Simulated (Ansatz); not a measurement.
## CuSn3, space group I4/mmm: a charge-density difference against the sublattices, step by step

Computed with Ansatz's Python interface.

The cells in order, each with its output:

```python
import warnings

import ansatz
import numpy as np
```

```python
vectors0 = np.array([
    [-2.239903, 2.239903, 4.870704],
    [2.239903, -2.239903, 4.870704],
    [2.239903, 2.239903, -4.870704],
])
sites = [
    ("Cu", (0.0, 0.0, 0.0)),
    ("Sn", (0.75, 0.25, 0.5)),
    ("Sn", (0.25, 0.75, 0.5)),
    ("Sn", (0.5, 0.5, 0.0)),
]
```

```python
def crystal_on(cell):
    crystal = ansatz.Crystal(lattice=ansatz.Lattice.of(cell))
    for symbol, position in sites:
        crystal = crystal.atom(symbol, position)
    return crystal
```

```python
warnings.simplefilter("ignore", ansatz.DeckWarning)
```

```python
def solve(crystal):
    return (
        crystal.calculation()
        .occupations("fermi_dirac")
        .functional(ansatz.Functional.LDA)
        .basis(460, grid_basis="typed")
        .kpoints(7, 7, 7)
        .density()
        .run(threads=1)
    )
```

```python
whole = solve(crystal_on(vectors0))
difference = whole.density().channels[0].density_e_per_ang3.copy()
binding = whole.report["free_energy_ev"]
for element in ["Cu", "Sn"]:
    part = ansatz.Crystal(lattice=ansatz.Lattice.of(vectors0))
    for symbol, position in sites:
        if symbol == element:
            part = part.atom(symbol, position)
    alone = solve(part)
    difference -= alone.density().channels[0].density_e_per_ang3
    binding -= alone.report["free_energy_ev"]
    print(f"{element} sublattice: {alone.report['n_electrons']:g} electrons, {alone.report['n_iterations']} iterations")

voxel = abs(np.linalg.det(vectors0)) / difference.size
print(f"energy of the crystal less its unpolarised sublattices: {binding / len(sites):.4f} eV/atom")
print(f"net charge of the difference {difference.sum() * voxel:.5f} e, charge rearranged {0.5 * np.abs(difference).sum() * voxel:.3f} e")
print(f"extremes {difference.min():.4f} and {difference.max():.4f} e/A^3")
for (symbol, position) in sites:
    index = tuple(int(round(p * n)) % n for p, n in zip(position, difference.shape))
    print(f"  change of the pseudo-density at the grid point nearest {symbol}: {difference[index]:+.4f} e/A^3")
```

    Cu sublattice: 19 electrons, 7 iterations
    Sn sublattice: 42 electrons, 6 iterations
    energy of the crystal less its unpolarised sublattices: -0.8733 eV/atom
    net charge of the difference -0.00000 e, charge rearranged 0.385 e
    extremes -0.4775 and 0.0258 e/A^3
      change of the pseudo-density at the grid point nearest Cu: -0.4775 e/A^3
      change of the pseudo-density at the grid point nearest Sn: -0.0159 e/A^3
      change of the pseudo-density at the grid point nearest Sn: -0.0159 e/A^3
      change of the pseudo-density at the grid point nearest Sn: +0.0024 e/A^3

Caveats:
- The mesh is modest for a metal, so energies can be off by several to tens of meV an atom and pressures by half a GPa or more; differences at equal mesh fare better.
- Densities and potentials on the grid are those of the valence electrons, and inside the cores they hang on the potentials used.
- This cell is a computed structure, which may not be the phase found in nature.
- Charge moved counts every rearrangement, bonding and polarisation too, and is no transfer between atoms; the bare sublattices are artificial references. Values near the nuclei depend on the potentials.
- The whole script took 4.5 s on 1 thread of AMD EPYC 9R45 (Zen 5), on a shared host, peak memory 0.53 GiB.
